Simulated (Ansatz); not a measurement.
# One shape, several levels: singlet BSiH3ClO+

We compute a comparison of 6 runs (HF/STO-3G, HF/3-21G, BHLYP/cc-pVDZ, PBE0/cc-pVDZ, r2SCAN0/cc-pVDZ, BCCD(T)/cc-pVDZ) of singlet BSiH3ClO+. 

The calculation is run with Ansatz 0.2.0.

128 further runs of the same task are left out: 128 set aside as unsound or not needed.

## 1. The molecule

The species is BSiH3ClO+ (7 atoms), meant as a singlet with charge +1. SMILES of the parent species: `[SiH3]O[B]Cl`. The shape is that of a PBE0-D4/def2-TZVP optimisation. This is one conformer, not always the lowest. That shape belongs to the parent species and isn't relaxed for this state.

Bond lengths: Si1–O2 1.667 Å, O2–B3 1.324 Å, B3–Cl4 1.747 Å, Si1–H5 1.480 Å, Si1–H6 1.482 Å, Si1–H7 1.480 Å. Angles: Si1–O2–B3 133.9°, O2–B3–Cl4 123.5°, O2–Si1–H5 107.1°, O2–Si1–H6 109.9°, O2–Si1–H7 107.2°, H5–Si1–H6 110.9°, H5–Si1–H7 110.6°, H6–Si1–H7 110.9°.

## 2. A single-point energy at HF/STO-3G (run 1)

Contents of in.yaml:

```yaml
basis:
  gaussian:
    orbitals: STO-3G
crystal:
  periodic: [false, false, false]
  atoms:
    - {symbol: Si, position_ang: [-0.573000, 0.775400, 0.374800]}
    - {symbol: O, position_ang: [0.044900, -0.648400, -0.233600]}
    - {symbol: B, position_ang: [1.256200, -1.042100, -0.596600]}
    - {symbol: Cl, position_ang: [1.605000, -2.636800, -1.219100]}
    - {symbol: H, position_ang: [-1.201300, 0.456800, 1.676100]}
    - {symbol: H, position_ang: [0.515600, 1.766600, 0.541200]}
    - {symbol: H, position_ang: [-1.586300, 1.260400, -0.588400]}
hamiltonian:
  xc: hf
output: {orbitals: {seedname: orbitals}}
accuracy: high
total_charge: 1
```

The run is started by

```console
$ ansatz run in.yaml --threads 1 --pin off --max-ram 3480MiB --events-out events.jsonl --progress --plain --runs-dir runs
```

Output:

```text
Warning: RAYON_NUM_THREADS=1 ignored (pool sized by the plan → 1); use --threads N
Functional definition: HF
  name "HF"
  exchange = exact_x
  correlation = 0
587 factors; integrals over basis functions are off by at most 3.4e-8 eV
mean field evaluation 1: about -22852.6060 eV, gradient 3.5e1 eV
mean field evaluation 2: about -22852.6460 eV, gradient 3.5e1 eV
mean field evaluation 4: about -22857.2039 eV, gradient 2.3e0 eV
mean field evaluation 8: about -22857.2244 eV, gradient 4.6e-2 eV
mean field -22857.22442643 eV, -839.9875044880 hartree, gradient 1.2e-8 eV, S^2 0.000000; 0 other end points of the search recorded, 0 dependent functions left out
reference -22857.22442643 eV, -839.9875044880 hartree; 23, 23 occupied and 8, 8 virtual orbitals, 587 factors
Total energy: -22857.22442643 eV, -839.9875044880 hartree
```

It took 0.24 s on 1 thread of Arm Neoverse V2, shared host.

## 3. A single-point energy at HF/3-21G (run 2)

Contents of molecule.yaml:

```yaml
crystal:
  periodic: [false, false, false]
  atoms:
    - symbol: Si
      position_ang: [-0.573000, 0.775400, 0.374800]
    - symbol: O
      position_ang: [0.044900, -0.648400, -0.233600]
    - symbol: B
      position_ang: [1.256200, -1.042100, -0.596600]
    - symbol: Cl
      position_ang: [1.605000, -2.636800, -1.219100]
    - symbol: H
      position_ang: [-1.201300, 0.456800, 1.676100]
    - symbol: H
      position_ang: [0.515600, 1.766600, 0.541200]
    - symbol: H
      position_ang: [-1.586300, 1.260400, -0.588400]
basis:
  gaussian:
    orbitals: 3-21G.json
total_charge: 1
hamiltonian:
  xc: hf
accuracy: high
output:
  orbitals: {seedname: orbitals}
```

The basis set 3-21G is read from a file made from the Basis Set Exchange's data (not shown).

The run is started by

```console
$ ansatz run molecule.yaml --threads 1 --pin off --max-ram 3480MiB --events-out events.jsonl --progress --plain --runs-dir runs
```

Output:

```text
Warning: RAYON_NUM_THREADS=1 ignored (pool sized by the plan → 1); use --threads N
[... 4 set-up lines as earlier in the session ...]
1113 factors; integrals over basis functions are off by at most 4.3e-9 eV
mean field evaluation 1: about -22993.6374 eV, gradient 4.6e1 eV
mean field evaluation 2: about -22993.8974 eV, gradient 4.7e1 eV
mean field evaluation 4: about -22998.4903 eV, gradient 2.7e0 eV
mean field evaluation 8: about -22998.5420 eV, gradient 1.9e-1 eV
mean field evaluation 16: about -22998.5424 eV, gradient 2.3e-8 eV
mean field -22998.54239105 eV, -845.1808438990 hartree, gradient 4.4e-8 eV, S^2 0.000000; 0 other end points of the search recorded, 0 dependent functions left out
reference -22998.54239105 eV, -845.1808438990 hartree; 23, 23 occupied and 27, 27 virtual orbitals, 1113 factors
Total energy: -22998.54239105 eV, -845.1808438990 hartree
```

It took 0.52 s on 1 thread of Arm Neoverse V2, shared host; peak memory 0.11 GiB.

Runs 3 to 4 aren't shown in full; the table further down has their settings and results.

## 4. A single-point energy at r2SCAN0/cc-pVDZ (run 5)

Changes to molecule.yaml since step 3:

```diff
@@ -18,9 +18,6 @@
 basis:
-  gaussian:
-    orbitals: 3-21G.json
+  gaussian: {orbitals: cc-pVDZ}
+accuracy: high
+hamiltonian: {xc: {name: r2SCAN0}}
 total_charge: 1
-hamiltonian:
-  xc: hf
-accuracy: high
-output:
-  orbitals: {seedname: orbitals}
+output: {orbitals: {seedname: orbitals}}
```

The run is started by

```console
$ ansatz run molecule.yaml --threads 1 --pin off --max-ram 3480MiB --events-out events.jsonl --progress --plain --runs-dir runs
```

Output:

```text
Warning: RAYON_NUM_THREADS=1 ignored (pool sized by the plan → 1); use --threads N
Functional definition: r2SCAN0
  name "r2SCAN0"
  parameter a = 0.25
  parameter k0 = 0.174
  parameter k1 = 0.065
  parameter a1 = 4.9479
  exchange = (1 - a)*r2scan_x(k0 = k0, k1 = k1, a1 = a1) + a*exact_x
  correlation = r2scan_c
1786 factors; integrals over basis functions are off by at most 6.3e-9 eV
mean field evaluation 1: about -23153.8126 eV, gradient 6.5e1 eV
mean field evaluation 2: about -23108.4412 eV, gradient 1.5e2 eV
mean field evaluation 4: about -23161.5355 eV, gradient 3.9e0 eV
mean field evaluation 8: about -23161.7285 eV, gradient 3.4e-1 eV
mean field evaluation 16: about -23161.7289 eV, gradient 1.6e-5 eV
mean field -23161.72885604 eV, -851.1778358759 hartree, gradient 4.6e-8 eV, S^2 0.000000; 0 other end points of the search recorded, 0 dependent functions left out
reference -23161.72885664 eV, -851.1778358977 hartree; 23, 23 occupied and 56, 56 virtual orbitals, 1786 factors
Total energy: -23161.72885664 eV, -851.1778358977 hartree
```

It took 12 s on 1 thread of Arm Neoverse V2, shared host; peak memory 0.31 GiB.

## 5. The energy at BCCD(T)/cc-pVDZ (run 6)

Contents of job.yaml:

```yaml
crystal:
  periodic: [false, false, false]
  atoms:
    - {symbol: Si, position_ang: [-0.573000, 0.775400, 0.374800]}
    - {symbol: O, position_ang: [0.044900, -0.648400, -0.233600]}
    - {symbol: B, position_ang: [1.256200, -1.042100, -0.596600]}
    - {symbol: Cl, position_ang: [1.605000, -2.636800, -1.219100]}
    - {symbol: H, position_ang: [-1.201300, 0.456800, 1.676100]}
    - {symbol: H, position_ang: [0.515600, 1.766600, 0.541200]}
    - {symbol: H, position_ang: [-1.586300, 1.260400, -0.588400]}
basis:
  gaussian: {orbitals: cc-pVDZ}
total_charge: 1
correlation: {method: bccd_t, frozen_orbitals: {B: 1, Cl: 5, H: 0, O: 1, Si: 5}}
accuracy: high
scf: {omitted_lower_state_checks: [cluster_reference, increment]}
```

The run is started by

```console
$ ansatz run job.yaml --threads 1 --pin off --max-ram 3480MiB --events-out events.jsonl --progress --plain --runs-dir runs
```

Output (excerpt; [...] marks lines left out):

```text
Warning: RAYON_NUM_THREADS=1 ignored (pool sized by the plan → 1); use --threads N
[... 2 set-up lines as earlier in the session ...]
[...]
1786 factors; integrals over basis functions are off by at most 6.3e-9 eV
[...]
mean field -23116.02651547 eV, -849.4983058378 hartree, gradient 1.9e-8 eV, S^2 0.000000; 0 other end points of the search recorded, 0 dependent functions left out
12 core orbitals not correlated: weight in the atoms' cores, before any rotation towards them, 1.000 or more for the frozen orbitals, at most 0.000 for the correlated occupied ones
reference -23116.02651547 eV, -849.4983058378 hartree; 11, 11 occupied and 56, 56 virtual orbitals, 1786 factors
second order -13.24105471 eV of doubles, -0.00000000 eV of singles
cycle   1  -13.65163799 eV  change   -4.1e-1 eV  update   1.2e-1
[...]
cycle  24  -14.19050494 eV  change   -1.3e-9 eV  update   2.5e-9
perturbative correction -0.51508283 eV, -0.0189289448 hartree
Total energy: -23130.73210323 eV, -850.0387262205 hartree
Checks for a lower state left out: cluster_reference, increment
```

Wall time 12 s (1 thread of Arm Neoverse V2, shared host); peak memory 0.47 GiB.

## 6. The series

```
run            level  frozen core orbitals  energy (Eh)  HOMO energy (eV)  LUMO energy (eV)  HOMO–LUMO gap (eV)  wall time
  1        HF/STO-3G                     –  -839.987504            -16.76             -4.57               12.19     0.24 s
  2         HF/3-21G                     –  -845.180844            -17.88             -7.24               10.63     0.52 s
  3    BHLYP/cc-pVDZ                     –  -851.265764            -15.67             -9.51                6.16      7.2 s
  4     PBE0/cc-pVDZ                     –  -850.919948            -14.42            -10.47                3.96      6.3 s
  5  r2SCAN0/cc-pVDZ                     –  -851.177836            -14.63            -10.39                4.24       12 s
  6  BCCD(T)/cc-pVDZ                    12  -850.038726                 –                 –                   –       12 s
```

## 7. Summary of results

| quantity | value |
| --- | --- |
| run 6: total energy | -850.03873 Eh |
| run 6: correlation energy (12 core orbitals frozen) | -540.4 mEh |
| run 6: (T) correction | -18.93 mEh |

In words: Over runs 1, 2, 3, 4, 5 the HOMO–LUMO gap runs from 3.96 eV (PBE0/cc-pVDZ) to 12.19 eV (HF/STO-3G). The two ends differ in method and basis. Totals of different functionals can't be ranked against each other. In run 1 the basis is minimal, so the values are rough. All runs together took 38 s, the longest 12 s.
